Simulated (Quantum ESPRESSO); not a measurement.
BeB2: single point with PBEsol

Crystal: BeB2.

```
CELL_PARAMETERS angstrom
2.76203 0.00000 0.00000
0.00000 3.92954 0.00000
-2.03473 0.00000 3.44332
ATOMIC_POSITIONS crystal
Be 0.50000 0.00000 0.50000
Be 0.50000 0.50000 0.00000
B 0.33156 0.11391 0.82051
B 0.33156 0.38609 0.32051
B 0.66844 0.88609 0.17949
B 0.66844 0.61391 0.67949
```

The cell was built by a generator and needn't be a form met in nature.

* Program: Quantum ESPRESSO 7.5
* Task: single point
* Functional: PBEsol
* Potentials or basis: JTH 2.0 LDA
* Cutoff: 490 eV
* Density cutoff: 2939 eV
* k mesh: 11 × 7 × 8
* Occupations: tetrahedra_opt
* Spin: no spin polarisation
* Mixing beta: 0.5
* Most SCF iterations: 120
* SCF threshold: 1e-06 Ry

```yaml
Pressure: 82.1 GPa
Largest_force: 4.393 eV/Å
Band_gap_on_the_k_mesh: none (metal or under the smearing width)
```

Forces in eV/Å, atoms in the order of the input:
```
Be   0.000  0.000  0.000
Be   0.000  0.000  0.000
B   -3.633 -0.923 -2.291
B   -3.633  0.923 -2.291
B    3.633  0.923  2.291
B    3.633 -0.923  2.291
```

Stress tensor (GPa, compression positive):
```
 72.44   0.00 -50.86
  0.00  93.14   0.00
-50.86   0.00  80.84
```

Levels at points of the mesh, in eV from the Fermi level:
| k point | band 8 | band 9 | band 10 | band 11 | band 12 | band 13 |
| --- | --- | --- | --- | --- | --- | --- |
| (0.00, 0.00, 0.00) | -1.85 | -0.45 | 0.24 | 0.46 | 2.85 | 4.51 |
| (0.00, 0.00, -0.50) | -4.14 | -0.04 | -0.04 | 2.74 | 2.74 | 4.84 |

It took 22 s on 1 thread of Intel(R) Xeon(R) Platinum 8488C (Sapphire Rapids), on a shared host, peak memory 0.09 GiB.

Caveat: the potentials were made for another functional, which shifts forces and pressure; the cutoff is low for these files, which shifts pressure and relaxed volume; a pressure of tens of GPa on the cell as given is suspect, and the run, the potentials or the cell itself is likely at fault.
